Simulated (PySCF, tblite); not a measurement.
# C5H4ClF3: geometry, infrared bands and NMR shifts

Aim: predict the infrared bands and NMR shifts of C5H4ClF3 (`FC1=CC[C@@H](F)[C@]1(F)Cl`).

The runs use tblite 0.8.0 and PySCF 2.14.0, with density-fitted response routines of our own; the level of theory stands in each step. All values are computed, except where a source is named. Atoms are numbered from 0 throughout.

## 1. Starting geometry

13 atoms, charge 0, multiplicity 1; geometry from: force field or distance geometry start.

Bonds of the start (Å): F0–C1 1.33, C1–C2 1.35, C2–C3 1.49, C3–C4 1.54, C4–F5 1.36, C4–C6 1.54, C6–F7 1.36, C6–Cl8 1.78, C6–C1 1.49, C2–H9 1.07, C3–H10 1.09, C3–H11 1.10, C4–H12 1.09.

## 2. Relaxing the molecule with GFN2-xTB

The job: settings as JSON, then the geometry in Å.

```
{"job": {"kind": "relax", "xc": "GFN2-xTB", "basis": "xTB"}, "charge": 0, "multiplicity": 1}
F      0.066100     2.542500    -0.738800
C      0.066000     1.245100    -0.425400
C      1.148100     0.456500    -0.608200
C      0.843400    -0.934600    -0.178000
C     -0.405800    -0.759800     0.710100
F      0.016800    -0.543400     1.983300
C     -1.091100     0.505600     0.156000
F     -1.731200     1.175400     1.150900
Cl    -2.251300     0.103900    -1.131400
H      2.069000     0.788200    -1.037900
H      0.644400    -1.575800    -1.043000
H      1.670300    -1.359000     0.412000
H     -1.049000    -1.644100     0.732700
```

The run is started by

```bash
$ OMP_NUM_THREADS=1 python probes_run.py task.json out
```

The driver reads the jobs from task.json and runs them one after another.

**Question.** This job is followed by: GFN2-xTB harmonic vibrations, gas phase; GIAO PBE0/pcSseg-1 NMR shielding, non-relativistic, gas phase. Predict these results of the whole session: strongest single infrared mode (GFN2-xTB); zero-point energy (GFN2-xTB); ¹³C shifts against TMS (PBE0/pcSseg-1); ¹H shifts against TMS (PBE0/pcSseg-1); ¹⁹F shifts against CFCl3 (PBE0/pcSseg-1); ³⁵Cl shifts against HCl (PBE0/pcSseg-1).

**Answer**, as computed:

```
                                 quantity                                value
strongest single infrared mode (GFN2-xTB)                  849 cm⁻¹, 69 km/mol
             zero-point energy (GFN2-xTB)                        50.5 kcal/mol
   ¹³C shifts against TMS (PBE0/pcSseg-1)  168.5, 118.0, 115.4, 98.4, 34.7 ppm
    ¹H shifts against TMS (PBE0/pcSseg-1)           5.51, 5.20, 2.79, 2.68 ppm
 ¹⁹F shifts against CFCl3 (PBE0/pcSseg-1)           -136.4, -150.9, -202.9 ppm
  ³⁵Cl shifts against HCl (PBE0/pcSseg-1)                              307 ppm
```

**Reading.** Over 50 steps the energy fell by 0.086 eV; of the close pairs, C1–C2 changed most, 1.351 to 1.325 Å. No mode is imaginary among the 33: a minimum at this level. The strongest single mode, at 849 cm⁻¹, moves mainly C6. Unscaled tight-binding wavenumbers are off by several per cent, some by more. Its intensities can rank the bands wrongly. H9 (hydrogen on an alkene CH) lies farthest downfield among hydrogen, at 5.51 ppm; olefinic region. At PBE0/pcSseg-1: Shielding is most anisotropic at Cl8 (span 707 ppm, paramagnetic term -504 ppm).
